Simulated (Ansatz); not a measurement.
# CH₆O₂Si: how energies converge with the basis set

One table from this session's results is given with a row withheld; the runs are named, their logs left out.

The runs use Ansatz 0.2.0, Gaussian basis; one geometry, several basis sets.

The runs, in order: PBE0-D4/def2-SVP; ωB97M-V/def2-SVP; PBE0-D4/def2-QZVPP; ωB97M-V/def2-QZVPP; the functionals' def2-TZVPP values are taken from earlier runs.

### The geometry

All runs share one geometry, relaxed beforehand with PBE0-D4 in a triple-zeta def2 set.

SMILES `C[SiH](O)O`, 10 atoms, charge 0, spin multiplicity 1.

Atoms are counted from 1 here; the program's logs count them from 0.

Bond lengths: C1–Si2 1.852 Å, C1–H5 1.093 Å, C1–H6 1.093 Å, C1–H7 1.092 Å, Si2–O3 1.647 Å, Si2–O4 1.647 Å, Si2–H8 1.484 Å, O3–H9 0.958 Å, O4–H10 0.958 Å. Angles: Si2–C1–H5 111.0°, Si2–C1–H6 110.6°, Si2–C1–H7 110.8°, H5–C1–H6 107.7°, H5–C1–H7 108.3°, H6–C1–H7 108.3°, C1–Si2–O3 105.2°, C1–Si2–O4 112.8°, C1–Si2–H8 113.0°, O3–Si2–O4 112.2°, O3–Si2–H8 110.8°, O4–Si2–H8 103.1°, Si2–O3–H9 117.2°, Si2–O4–H10 117.6°.

Geometry (Å):

```mol
CH6O2Si
  3D, bonds by distance, orders not assigned

 10  9  0  0  0  0  0  0  0  0999 V2000
   -1.2930    0.3478   -0.1464 C   0  0
    0.5175    0.1800    0.2068 Si  0  0
    0.6504   -1.1560    1.1608 O   0  0
    1.4250    0.0585   -1.1616 O   0  0
   -1.6811   -0.5498   -0.6356 H   0  0
   -1.8534    0.4891    0.7808 H   0  0
   -1.4844    1.2038   -0.7974 H   0  0
    1.0886    1.3699    0.8847 H   0  0
    1.5215   -1.3669    1.4998 H   0  0
    1.1921   -0.6276   -1.7889 H   0  0
  1  2  8  0
  2  3  8  0
  2  4  8  0
  1  5  8  0
  1  6  8  0
  1  7  8  0
  2  8  8  0
  3  9  8  0
  4 10  8  0
M  END
```

The first run:

File in.yaml:

```yaml
crystal:
  periodic: [false, false, false]
  atoms:
    - {symbol: C, position_ang: [-1.293045, 0.347810, -0.146437]}
    - {symbol: Si, position_ang: [0.517513, 0.180008, 0.206826]}
    - {symbol: O, position_ang: [0.650426, -1.156001, 1.160823]}
    - {symbol: O, position_ang: [1.425043, 0.058513, -1.161614]}
    - {symbol: H, position_ang: [-1.681107, -0.549765, -0.635582]}
    - {symbol: H, position_ang: [-1.853443, 0.489093, 0.780777]}
    - {symbol: H, position_ang: [-1.484434, 1.203829, -0.797368]}
    - {symbol: H, position_ang: [1.088630, 1.369882, 0.884667]}
    - {symbol: H, position_ang: [1.521460, -1.366939, 1.499789]}
    - {symbol: H, position_ang: [1.192056, -0.627628, -1.788880]}
basis:
  gaussian: {orbitals: def2-SVP}
hamiltonian: {xc: pbe0, dispersion: d4}
output: {orbitals: {seedname: orbitals}}
```

Steps of the session up to this table: PBE0-D4 in def2-SVP; ωB97M-V in def2-SVP; PBE0-D4 in def2-QZVPP; ωB97M-V in def2-QZVPP.

One table of the session follows, with a row left open; its other results are not shown here.

It belongs to the step «Density functionals: the series». 

| functional | basis | HOMO (eV) | LUMO (eV) |
| --- | --- | --- | --- |
| PBE0-D4 | def2-SVP | -8.35 | 1.49 |
| PBE0-D4 | def2-TZVPP | -8.52 | 0.75 |
| PBE0-D4 | def2-QZVPP | -8.56 | 0.33 |
| ωB97M-V | def2-SVP | ? | ? |
| ωB97M-V | def2-TZVPP | -10.82 | 2.18 |
| ωB97M-V | def2-QZVPP | -10.86 | 1.50 |

**Question.** Estimate the row for ωB97M-V, def2-SVP.

As computed: HOMO (eV): -10.63; LUMO (eV): 3.13. In the column «HOMO (eV)» it lies between ωB97M-V, def2-TZVPP (-10.82) and PBE0-D4, def2-QZVPP (-8.56).
